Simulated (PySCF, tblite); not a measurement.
**C8H14ClF: geometry, infrared bands and NMR shifts**

What infrared bands and NMR shifts should C8H14ClF (`F[C@@H]1CCCCC[C@H](Cl)C1`) show?

Programs: tblite 0.8.0 and PySCF 2.14.0, with density-fitted response routines of our own. Each step states its level of theory. These are calculated values for one molecule in the gas phase, unless marked as measured. Atoms count from 0, in the outputs and in this text.

## Step 1: Starting geometry

24 atoms, charge 0, multiplicity 1; geometry from: force field or distance geometry start.

Bonds of the start (Å): F0–C1 1.36, C1–C2 1.54, C2–C3 1.51, C3–C4 1.54, C4–C5 1.53, C5–C6 1.53, C6–C7 1.53, C7–Cl8 1.79, C7–C9 1.54, C9–C1 1.53, C1–H10 1.09, C2–H11 1.10, C2–H12 1.10, C3–H13 1.09, C3–H14 1.10, C4–H15 1.10, C4–H16 1.09, C5–H17 1.10, C5–H18 1.11, C6–H19 1.10, C6–H20 1.09, C7–H21 1.10, C9–H22 1.10, C9–H23 1.09.

## Step 2: Relaxing the molecule with GFN2-xTB

The job: settings as JSON, then the geometry in Å.

```
{"job": {"kind": "relax", "xc": "GFN2-xTB", "basis": "xTB"}, "charge": 0, "multiplicity": 1}
F     -2.877300     0.914500    -0.731500
C     -1.573800     0.542000    -0.666800
C     -1.574700    -0.986600    -0.505600
C     -0.238100    -1.697000    -0.553800
C      0.663300    -1.435200     0.666100
C      1.796900    -0.446900     0.399900
C      1.462800     0.842900    -0.353500
C      0.464100     1.805100     0.296700
Cl     1.113600     2.437900     1.839200
C     -0.970300     1.291900     0.528500
H     -1.121700     0.833700    -1.610100
H     -2.124500    -1.253800     0.412200
H     -2.208900    -1.383800    -1.311300
H      0.284900    -1.509600    -1.493200
H     -0.464200    -2.771200    -0.548500
H      0.077300    -1.131200     1.545500
H      1.134800    -2.379800     0.953300
H      2.568600    -0.974200    -0.184100
H      2.280400    -0.204000     1.365300
H      2.409800     1.388000    -0.489700
H      1.130100     0.599300    -1.361000
H      0.389700     2.677300    -0.365300
H     -1.593200     2.176100     0.739600
H     -1.041400     0.684100     1.435700
```

Launch:

```console
$ OMP_NUM_THREADS=1 python probes_run.py task.json out
```

One launch serves the whole session: the jobs run in the order shown.

**Question.** This job is followed by: GFN2-xTB harmonic vibrations, gas phase; GIAO PBE0/pcSseg-1 NMR shielding, non-relativistic, gas phase. What will the session give for the following? strongest single infrared mode (GFN2-xTB); zero-point energy (GFN2-xTB); ¹³C shifts against TMS (PBE0/pcSseg-1); ¹H shifts against TMS (PBE0/pcSseg-1); ¹⁹F shifts against CFCl3 (PBE0/pcSseg-1); ³⁵Cl shifts against HCl (PBE0/pcSseg-1).

The runs gave:

```
                                 quantity                                                                                   value
strongest single infrared mode (GFN2-xTB)                                                                    2980 cm⁻¹, 58 km/mol
             zero-point energy (GFN2-xTB)                                                                          130.2 kcal/mol
   ¹³C shifts against TMS (PBE0/pcSseg-1)                                      94.4, 64.2, 49.9, 42.0, 32.6, 27.8, 25.0, 22.8 ppm
    ¹H shifts against TMS (PBE0/pcSseg-1)  4.46, 4.34, 2.85, 2.35, 2.27, 2.23, 1.90, 1.88, 1.74, 1.72, 1.50, 1.38, 1.27, 1.15 ppm
 ¹⁹F shifts against CFCl3 (PBE0/pcSseg-1)                                                                              -185.5 ppm
  ³⁵Cl shifts against HCl (PBE0/pcSseg-1)                                                                                 160 ppm
```

**Reading.** Over 36 steps the energy fell by 0.100 eV; of the close pairs, F0–C1 changed most, 1.357 to 1.390 Å. No mode is imaginary among the 66: a minimum at this level. Unscaled tight-binding wavenumbers are off by several per cent, some by more. Its intensities can rank the bands wrongly. The most deshielded hydrogen is H10 (hydrogen on an sp3 CH bonded to F), at 4.46 ppm: its carbon carries F, which withdraws density. At PBE0/pcSseg-1: The largest span, 508 ppm, is at Cl8, where the paramagnetic term is -357 ppm.
